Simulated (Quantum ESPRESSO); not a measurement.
# Ga2BiSb3 (P6/mmm) in Quantum ESPRESSO: reference runs

How does Ga2BiSb3 come out in PBE? The cell is run as given.

Program: Quantum ESPRESSO 7.5. These are calculated values, not measurements. Logs are shortened: lines on timing, memory, paths and dates and some standing lists are left out, and cuts for length are marked.

### Step 1. The structure

It takes space group P6/mmm (No. 191, hexagonal). Conventional cell: a = 6.697 Å, b = 6.697 Å, c = 3.720 Å, α = 90.00°, β = 90.00°, γ = 120.00°. Ga (site symmetry -6m2) has 6 Sb at 2.68 Å as nearest neighbours. Around Sb (site symmetry mmm) lie 4 Ga at 2.68 Å. Bi (site symmetry 6/mmm) is surrounded by 2 Bi at 3.72 Å and 12 Sb at 3.83 Å and 6 Ga at 3.87 Å.

The cell was built by a generator and needn't be a form met in nature.

### Step 2. Single point, PBE

pw.in

```
&CONTROL
  calculation = 'scf'
  prefix = 'pwscf'
  outdir = './tmp'
  pseudo_dir = './pseudo'
  tprnfor = .true.
  tstress = .true.
  disk_io = 'nowf'
/
&SYSTEM
  ibrav = 0
  nat = 6
  ntyp = 3
  ecutwfc = 70
  ecutrho = 560
  nbnd = 56
  occupations = 'smearing'
  smearing = 'fd'
  degauss = 0.00367493
/
&ELECTRONS
  conv_thr = 1.2d-09
  electron_maxstep = 120
  mixing_beta = 0.5
/
ATOMIC_SPECIES
Ga    69.7230 Ga.pbe-dn-kjpaw_psl.1.0.0.UPF
Sb   121.7600 sb_pbe_v1.4.uspp.F.UPF
Bi   208.9804 Bi_pbe_v1.uspp.F.UPF
CELL_PARAMETERS angstrom
   6.6970064300    0.0000000000    0.0000000000
  -3.3485032200    5.7997777000    0.0000000000
   0.0000000000    0.0000000000    3.7197502600
ATOMIC_POSITIONS crystal
Ga     0.3333333300    0.6666666700    0.0000000000
Ga     0.6666666700    0.3333333300    0.0000000000
Sb     0.5000000000    0.0000000000    0.5000000000
Sb     0.5000000000    0.5000000000    0.5000000000
Sb     0.0000000000    0.5000000000    0.5000000000
Bi     0.0000000000    0.0000000000    0.0000000000
K_POINTS automatic
5 5 7 0 0 0
```

Potentials or basis: SSSP 1.3 efficiency PBE.

The run is started by

```console
$ OMP_NUM_THREADS=1 pw.x -in pw.in > pw.out
```

pw.out:

```text
This program is part of the open-source Quantum ESPRESSO suite
     for quantum simulation of materials; please cite
         "P. Giannozzi et al., J. Phys.:Condens. Matter 21 395502 (2009);
         "P. Giannozzi et al., J. Phys.:Condens. Matter 29 465901 (2017);
         "P. Giannozzi et al., J. Chem. Phys. 152 154105 (2020);
     in publications or presentations arising from this work. More details at

     file Ga.pbe-dn-kjpaw_psl.1.0.0.UPF: wavefunction(s)  4S renormalized
     Message from routine setup:
     using ibrav=0 with symmetry is DISCOURAGED, use correct ibrav instead

     G-vector sticks info
     --------------------
     sticks:   dense  smooth     PW     G-vecs:    dense   smooth      PW
     Sum        6181    3091    859               218273    77311   11413

     Using Slab Decomposition

     bravais-lattice index     =            0
     lattice parameter (alat)  =      12.6555  a.u.
     unit-cell volume          =     974.9951 (a.u.)^3
     number of atoms/cell      =            6
     number of atomic types    =            3
     number of electrons       =        86.00
     number of Kohn-Sham states=           56
     kinetic-energy cutoff     =      70.0000  Ry
     charge density cutoff     =     560.0000  Ry
     scf convergence threshold =      1.2E-09
     mixing beta               =       0.5000
     number of iterations used =            8  plain     mixing
     Exchange-correlation= SLA  PW   PBE  PBE
                           (   1   4   3   4   0   0   0)

     celldm(1)=  12.655508  celldm(2)=   0.000000  celldm(3)=   0.000000
     celldm(4)=   0.000000  celldm(5)=   0.000000  celldm(6)=   0.000000

     crystal axes: (cart. coord. in units of alat)
               a(1) = (   1.000000   0.000000   0.000000 )
               a(2) = (  -0.500000   0.866025   0.000000 )
               a(3) = (   0.000000   0.000000   0.555435 )

     reciprocal axes: (cart. coord. in units 2 pi/alat)
               b(1) = (  1.000000  0.577350 -0.000000 )
               b(2) = (  0.000000  1.154701  0.000000 )
               b(3) = (  0.000000 -0.000000  1.800391 )

     PseudoPot. # 1 for Ga read from file:
     Ga.pbe-dn-kjpaw_psl.1.0.0.UPF
     Pseudo is Projector augmented-wave + core cor, Zval = 13.0
     Generated using "atomic" code by A. Dal Corso  v.5.1
     Shape of augmentation charge: PSQ
     Using radial grid of 1205 points,  6 beta functions with:
                l(1) =   0
                l(2) =   0
                l(3) =   1
                l(4) =   1
                l(5) =   2
                l(6) =   2
     Q(r) pseudized with 0 coefficients

     PseudoPot. # 2 for Sb read from file:
     sb_pbe_v1.4.uspp.F.UPF
     Pseudo is Ultrasoft + core correction, Zval = 15.0
     Generated by new atomic code, or converted to UPF format
     Using radial grid of  891 points,  6 beta functions with:
                l(1) =   0
                l(2) =   0
                l(3) =   1
                l(4) =   1
                l(5) =   2
                l(6) =   2
     Q(r) pseudized with  8 coefficients,  rinner =    1.350   1.350   1.350
                                                       1.350   1.350

     PseudoPot. # 3 for Bi read from file:
     Bi_pbe_v1.uspp.F.UPF
     Pseudo is Ultrasoft + core correction, Zval = 15.0
     Generated by new atomic code, or converted to UPF format
     Using radial grid of  899 points,  6 beta functions with:
                l(1) =   0
                l(2) =   0
                l(3) =   1
                l(4) =   1
                l(5) =   2
                l(6) =   2
     Q(r) pseudized with  6 coefficients,  rinner =    1.000   1.000   1.000
                                                       1.000   1.000

     atomic species   valence    mass     pseudopotential
     Ga               13.00    69.72300     Ga( 1.00)
     Sb               15.00   121.76000     Sb( 1.00)
     Bi               15.00   208.98040     Bi( 1.00)

     24 Sym. Ops., with inversion, found

   Cartesian axes

     site n.     atom                  positions (alat units)
         1        Ga     tau(   1) = (  -0.0000000   0.5773503   0.0000000  )
         2        Ga     tau(   2) = (   0.5000000   0.2886751   0.0000000  )
         3        Sb     tau(   3) = (   0.5000000   0.0000000   0.2777174  )
         4        Sb     tau(   4) = (   0.2500000   0.4330127   0.2777174  )
         5        Sb     tau(   5) = (  -0.2500000   0.4330127   0.2777174  )
         6        Bi     tau(   6) = (   0.0000000   0.0000000   0.0000000  )

     number of k points=    20  Fermi-Dirac smearing, width (Ry)=  0.0037
                       cart. coord. in units 2pi/alat
        k(    1) = (   0.0000000   0.0000000   0.0000000), wk =   0.0114286
        k(    2) = (   0.0000000   0.0000000   0.2571988), wk =   0.0228571
        k(    3) = (   0.0000000   0.0000000   0.5143975), wk =   0.0228571
        k(    4) = (   0.0000000   0.0000000   0.7715963), wk =   0.0228571
        k(    5) = (   0.0000000   0.2309401   0.0000000), wk =   0.0685714
        k(    6) = (   0.0000000   0.2309401   0.2571988), wk =   0.1371429
[... 12 lines left out ...]
        k(   19) = (   0.2000000   0.5773503   0.5143975), wk =   0.1371429
        k(   20) = (   0.2000000   0.5773503   0.7715963), wk =   0.1371429

     Dense  grid:   218273 G-vectors     FFT dimensions: (  96,  96,  54)

     Smooth grid:    77311 G-vectors     FFT dimensions: (  72,  72,  40)

     Initial potential from superposition of free atoms

     starting charge      81.9940, renormalised to      86.0000

     negative rho (up, down):  4.452E-02 0.000E+00
     Starting wfcs are   54 randomized atomic wfcs +    2 random wfcs

     Self-consistent Calculation

     iteration #  1     ecut=    70.00 Ry     beta= 0.50
     Davidson diagonalization with overlap
     ethr =  1.00E-02,  avg # of iterations =  5.9

     negative rho (up, down):  4.412E-02 0.000E+00

     total energy              =   -1294.60806612 Ry
     estimated scf accuracy    <       4.16912323 Ry

     iteration #  2     ecut=    70.00 Ry     beta= 0.50
     Davidson diagonalization with overlap
     ethr =  4.85E-03,  avg # of iterations =  2.1

     negative rho (up, down):  4.198E-02 0.000E+00

     total energy              =   -1295.20530338 Ry
     estimated scf accuracy    <       1.85815674 Ry

     iteration #  3     ecut=    70.00 Ry     beta= 0.50
     Davidson diagonalization with overlap
     ethr =  2.16E-03,  avg # of iterations =  2.0

     negative rho (up, down):  4.340E-02 0.000E+00

     total energy              =   -1295.60993482 Ry
     estimated scf accuracy    <       0.48877714 Ry

     iteration #  4     ecut=    70.00 Ry     beta= 0.50
     Davidson diagonalization with overlap
     ethr =  5.68E-04,  avg # of iterations =  3.5

     negative rho (up, down):  4.329E-02 0.000E+00

     total energy              =   -1295.72292204 Ry
     estimated scf accuracy    <       0.01463601 Ry

     iteration #  5     ecut=    70.00 Ry     beta= 0.50
     Davidson diagonalization with overlap
     c_bands:  1 eigenvalues not converged
     c_bands:  2 eigenvalues not converged
     c_bands:  1 eigenvalues not converged
     ethr =  1.70E-05,  avg # of iterations = 14.5

     negative rho (up, down):  4.329E-02 0.000E+00

     total energy              =   -1295.78313690 Ry
     estimated scf accuracy    <       0.08595877 Ry

     iteration #  6     ecut=    70.00 Ry     beta= 0.50
     Davidson diagonalization with overlap
     ethr =  1.70E-05,  avg # of iterations =  1.7

     negative rho (up, down):  4.328E-02 0.000E+00

     total energy              =   -1295.78301404 Ry
     estimated scf accuracy    <       0.10637244 Ry

     iteration #  7     ecut=    70.00 Ry     beta= 0.50
     Davidson diagonalization with overlap
     ethr =  1.70E-05,  avg # of iterations =  1.0

     negative rho (up, down):  4.327E-02 0.000E+00

     total energy              =   -1295.78682145 Ry
     estimated scf accuracy    <       0.10533387 Ry

     iteration #  8     ecut=    70.00 Ry     beta= 0.50
     Davidson diagonalization with overlap
     ethr =  1.70E-05,  avg # of iterations =  1.2

     negative rho (up, down):  4.420E-02 0.000E+00
[... 161 lines left out ...]
     negative rho (up, down):  4.333E-02 0.000E+00

     total energy              =   -1295.77230544 Ry
     estimated scf accuracy    <          6.9E-09 Ry

     iteration # 27     ecut=    70.00 Ry     beta= 0.50
     Davidson diagonalization with overlap
     ethr =  2.53E-12,  avg # of iterations =  1.0

     negative rho (up, down):  4.333E-02 0.000E+00

     total energy              =   -1295.77230544 Ry
     estimated scf accuracy    <          5.2E-09 Ry

     iteration # 28     ecut=    70.00 Ry     beta= 0.50
     Davidson diagonalization with overlap
     ethr =  2.53E-12,  avg # of iterations =  5.0

     negative rho (up, down):  4.333E-02 0.000E+00

     End of self-consistent calculation

          k = 0.0000 0.0000 0.0000 (  9679 PWs)   bands (ev):

   -17.6043 -17.5864 -17.5864 -17.5584 -17.5493 -17.5493 -17.5375 -17.5333
   -17.5333 -17.5094 -17.5094 -17.5026 -17.5003 -17.4925 -17.4925 -11.1442
   -11.0791 -11.0791 -11.0554 -11.0554  -3.5140  -3.5032  -3.4945  -3.4945
    -3.4669  -3.4669  -3.4522  -3.4522  -3.4390  -3.4390  -1.5192   1.3202
     2.1371   2.1371   2.7598   6.5730   6.5730   9.2985  10.9100  11.7079
    11.7079  13.1462  13.1462  13.3285  13.8333  14.3420  14.6924  14.7467
    14.7467  15.4421  15.5237  15.5237  17.3984  17.3984  18.2276  18.8892

          k = 0.0000 0.0000 0.2572 (  9661 PWs)   bands (ev):

   -17.6037 -17.5861 -17.5861 -17.5614 -17.5484 -17.5484 -17.5345 -17.5345
   -17.5323 -17.5108 -17.5108 -17.5037 -17.5003 -17.4883 -17.4883 -11.1298
   -11.0835 -11.0835 -11.0550 -11.0550  -3.5115  -3.5115  -3.4955  -3.4855
    -3.4643  -3.4643  -3.4619  -3.4619  -3.4361  -3.4361  -1.3181   1.4329
     2.3469   2.3469   2.9873   6.8129   6.8129   7.2768  11.2923  11.3253
    11.3253  11.9227  11.9227  12.4994  13.0732  13.4865  14.0995  14.0995
    16.2803  16.6271  16.6271  17.5542  17.5542  17.5728  18.5911  18.5911

          k = 0.0000 0.0000 0.5144 (  9631 PWs)   bands (ev):

   -17.6023 -17.5854 -17.5854 -17.5680 -17.5466 -17.5466 -17.5372 -17.5372
   -17.5206 -17.5140 -17.5140 -17.5064 -17.5001 -17.4785 -17.4785 -11.0976
   -11.0932 -11.0932 -11.0540 -11.0540  -3.5419  -3.5419  -3.4899  -3.4899
    -3.4586  -3.4575  -3.4575  -3.4463  -3.4307  -3.4307  -0.7198   1.6658
     2.9277   2.9277   3.6666   5.0415   7.5106   7.5106   8.7802   9.0506
     9.0506  10.6353  11.9612  11.9612  13.1213  13.1213  13.8936  14.4361
    16.7336  16.7336  17.4055  17.4055  18.7690  18.9163  20.5210  20.5247
[... 151 lines left out ...]
          k = 0.2000 0.5774 0.5144 (  9647 PWs)   bands (ev):

   -17.5836 -17.5725 -17.5679 -17.5547 -17.5490 -17.5475 -17.5469 -17.5340
   -17.5334 -17.5179 -17.5131 -17.5103 -17.5064 -17.4998 -17.4843 -11.0975
   -11.0932 -11.0932 -11.0539 -11.0538  -3.5460  -3.5253  -3.5124  -3.4867
    -3.4663  -3.4540  -3.4539  -3.4473  -3.4385  -3.4213   0.2195   0.6110
     1.2793   2.9808   5.6636   5.9277   6.9016   7.8374   8.7287   9.2648
    10.3100  10.4203  11.5897  11.7845  12.1388  12.5056  13.3062  13.3833
    15.8651  16.6606  16.8610  17.1073  18.4264  19.1187  19.3433  19.9205

          k = 0.2000 0.5774 0.7716 (  9627 PWs)   bands (ev):

   -17.5832 -17.5720 -17.5675 -17.5587 -17.5507 -17.5485 -17.5464 -17.5355
   -17.5327 -17.5205 -17.5155 -17.5126 -17.4974 -17.4910 -17.4757 -11.1010
   -11.1009 -11.0716 -11.0531 -11.0530  -3.5708  -3.5476  -3.5323  -3.5042
    -3.4625  -3.4487  -3.4400  -3.4220  -3.4201  -3.4195   1.0207   1.4175
     1.7080   3.4798   3.9907   4.5422   7.2548   7.5658   8.5569   8.8140
    10.0562  10.9156  11.1257  11.3747  12.1925  12.5317  12.7115  13.1203
    14.0982  15.7911  16.4733  16.7974  17.0208  18.1669  19.9153  21.4458

     the Fermi energy is    11.8138 ev

!    total energy              =   -1295.77230544 Ry
     estimated scf accuracy    <          3.2E-11 Ry
     smearing contrib. (-TS)   =      -0.00190580 Ry
     internal energy E=F+TS    =   -1295.77039963 Ry

     The total energy is F=E-TS. E is the sum of the following terms:
     one-electron contribution =    -492.98971772 Ry
     hartree contribution      =     314.64804562 Ry
     xc contribution           =    -273.52508870 Ry
     ewald contribution        =    -621.27230438 Ry
     one-center paw contrib.   =    -222.63133446 Ry

     convergence has been achieved in  28 iterations

     negative rho (up, down):  4.333E-02 0.000E+00

     Forces acting on atoms (cartesian axes, Ry/au):

     atom    1 type  1   force =     0.00000000    0.00000000    0.00000000
     atom    2 type  1   force =     0.00000000    0.00000000    0.00000000
     atom    3 type  2   force =    -0.00000000   -0.00000000   -0.00000000
     atom    4 type  2   force =     0.00000000    0.00000000    0.00000000
     atom    5 type  2   force =    -0.00000000   -0.00000000   -0.00000000
     atom    6 type  3   force =     0.00000000    0.00000000    0.00000000

     Total force =     0.000000     Total SCF correction =     0.000000

     Computing stress (Cartesian axis) and pressure

     negative rho (up, down):  4.333E-02 0.000E+00
          total   stress  (Ry/bohr**3)                   (kbar)     P=      111.30
   0.00065598   0.00000000   0.00000000           96.50        0.00        0.00
   0.00000000   0.00065598   0.00000000            0.00       96.50        0.00
   0.00000000   0.00000000   0.00095778            0.00        0.00      140.89

=------------------------------------------------------------------------------=
   JOB DONE.
=------------------------------------------------------------------------------=
```

Wall time 24 min (1 thread of AMD EPYC, shared host); peak memory 0.95 GiB.

What came out:

```yaml
Free_energy: -17629.8803 eV
Pressure: 11.1 GPa
Band_gap_on_the_k_mesh: none (metal or under the smearing width)
```

Stress tensor (GPa, compression positive):
```
 9.65  0.00  0.00
 0.00  9.65  0.00
 0.00  0.00 14.09
```

Caveat: spin-orbit coupling is left out, which moves the levels of the heavy elements.
